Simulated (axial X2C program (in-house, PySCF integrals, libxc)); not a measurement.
**GdO⁻: the levels of the configuration f8 s1**

Aim: the spin–orbit levels of GdO⁻ that arise from the configuration f8 s1 of Gd, and how they move with the bond.

Method: two-component X2C, average-of-configuration Hartree–Fock and CI in the open shells; program: an in-house X2C program for linear molecules on PySCF integrals.

All values are calculated.

### Step 1. Set-up

Contents of task.json:

```json
{"zs": [64, 8], "q": -1, "bas": ["dyall-v4z", "dyall-v4z"], "r0": 1.92, "metal": 0, "shells": [[3, [0, 1, 2, 3], 8], [0, [0], 1]], "fix": 0, "emax": 2.2, "nroots": 4}
```

Keys: zs atomic numbers; q charge; bas basis sets; r0 starting distance in Å; metal index of the metal atom; shells open shells as [l, |m| values, electrons]; fix electron count of the first shell held; emax energy window in eV; nroots roots for each Ω.

Launch:

```console
> python soci.py task.json out
```

Two-component X2C with atomic mean-field Coulomb and Gaunt terms, basis Gd dyall-v4z, O dyall-v4z (cores contracted in-house). Orbitals come from Hartree–Fock averaged over the configuration Gd f8 s1; CI then distributes these electrons over the f, s shells of Gd.

### Step 2. CI at R = 1.947 Å

Before running it: what results should come out? Wanted: lowest level of the model; next level; lowest curve, Re and ωe.

**Answer**, as computed:

| quantity | value |
| --- | --- |
| lowest level of the model | Ω = 13/2, g∥ = 19.96, 100% f8 s1 |
| next level | Ω = 11/2, 249 cm⁻¹ higher |
| lowest curve, Re and ωe | 1.968 Å, 645.6 cm⁻¹ |

**Reading.** In the lowest level ⟨Sz⟩ = 3.47 and ⟨Lz⟩ = 3.03; its leading determinant has weight 0.20 among 325. From 1.947 to 2.190 Å the gap from the lowest to the fifth level goes from 777 to 874 cm⁻¹. Without dynamic correlation distances can be off by several hundredths of an Å, and the wavenumbers are rough. There is no dynamic correlation: spin–orbit spacings and, for f shells, spacings inside one term are the most reliable numbers, splittings between terms come out too wide, and energies between configurations are not reliable, so the lowest level need not be the ground state of the molecule. At most 4 roots were kept for each Ω > 0 (twice that for Ω = 0) within 2.2 eV of the lowest, so higher up levels can be missing between those listed; levels with Ω > 0 are doubly degenerate and listed once, Ω = 0 levels singly. For an anion, levels above electron detachment are held by the basis set.
